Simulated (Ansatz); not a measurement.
# B2GeH+ (quintet): the correlation ladder, cc-pVTZ

How much of the correlation energy of B2GeH+ (quintet) does each wave-function method recover here?

Program: Ansatz 0.2.0, Gaussian basis. Level of theory: cc-pVTZ, core rule «outside noble gas», up to 16 orbitals frozen. These are calculated values, not measurements.

To be run: UHF; CCSD(T) on ROHF; CCSD(T) on UHF; BCCD(T) on ROHF; CCSDT(Q) on ROHF; CCSDT(Q) on UHF.

4 further runs of the same task are left out: 1 that didn't finish, 3 set aside as unsound or not needed.

### 1 What is computed

The geometry is a PBE0/def2-TZVP stationary point (not a proven minimum) of the parent state, kept for this charge and spin. No spin-orbit coupling is included. The filled d shell of Ge may be among the frozen orbitals whatever the setting's name suggests; the logs give the count.

4 atoms, charge 1, spin multiplicity 5.

Atoms are counted from 1 here; the program's logs count them from 0.

Bond lengths: B1–Ge2 2.121 Å, B1–B3 1.683 Å, Ge2–B3 2.022 Å, B3–H4 1.189 Å. Angles: Ge2–B1–B3 63.0°, B1–Ge2–B3 47.9°, B1–B3–Ge2 69.2°, B1–B3–H4 135.9°, Ge2–B3–H4 150.2°.

### 2 UHF

in.yaml reads:

```yaml
crystal:
  periodic: [false, false, false]
  atoms:
    - {symbol: B, position_ang: [0.013443, -1.059555, -1.355486]}
    - {symbol: Ge, position_ang: [0.004178, 0.046165, 0.454861]}
    - {symbol: B, position_ang: [-0.057533, 0.617024, -1.483527]}
    - {symbol: H, position_ang: [0.171821, 1.419494, -2.330052]}
basis:
  gaussian: {orbitals: cc-pVTZ}
total_charge: 1
magnetization: {spin_polarized: true, initial_magnetization: 4}
hamiltonian: {xc: hf}
output: {orbitals: {seedname: orbitals}}
```

Command:

```console
$ ansatz run in.yaml --threads 1 --pin off --events-out ev --progress --plain --max-ram 4096MiB --backend cpu
```

After this run come: CCSD(T) on ROHF; CCSD(T) on UHF; BCCD(T) on ROHF; CCSDT(Q) on ROHF; CCSDT(Q) on UHF.

Q: Predict the results of all the runs planned. Wanted: UCCSDT(Q) below the RHF energy; RMP2 from UCCSDT(Q); UMP2 from UCCSDT(Q); RCCSD from UCCSDT(Q); RCCSD(T) from UCCSDT(Q); UCCSD(T) from UCCSDT(Q); RCCSDT(Q) from UCCSDT(Q); T1 diagnostic.

As calculated:

```
                         quantity                      value
   UCCSDT(Q) below the RHF energy                 -6.5878 eV
              RMP2 from UCCSDT(Q)              +122.7 kJ/mol
              UMP2 from UCCSDT(Q)              +124.2 kJ/mol
             RCCSD from UCCSDT(Q)               +39.1 kJ/mol
          RCCSD(T) from UCCSDT(Q)                +7.7 kJ/mol
          UCCSD(T) from UCCSDT(Q)                +6.8 kJ/mol
         RCCSDT(Q) from UCCSDT(Q)                +1.0 kJ/mol
levels within 1 kcal/mol (43 meV)  RCCSDT, UCCSDT, RCCSDT(Q)
                    T1 diagnostic                      0.036
```

In words: RCCSD(T) misses by +7.7 kJ/mol, 1.2 % of the correlation energy. These misses are within one basis, not against nature; the frozen cores of restricted and unrestricted runs differ, which can shift their rows.
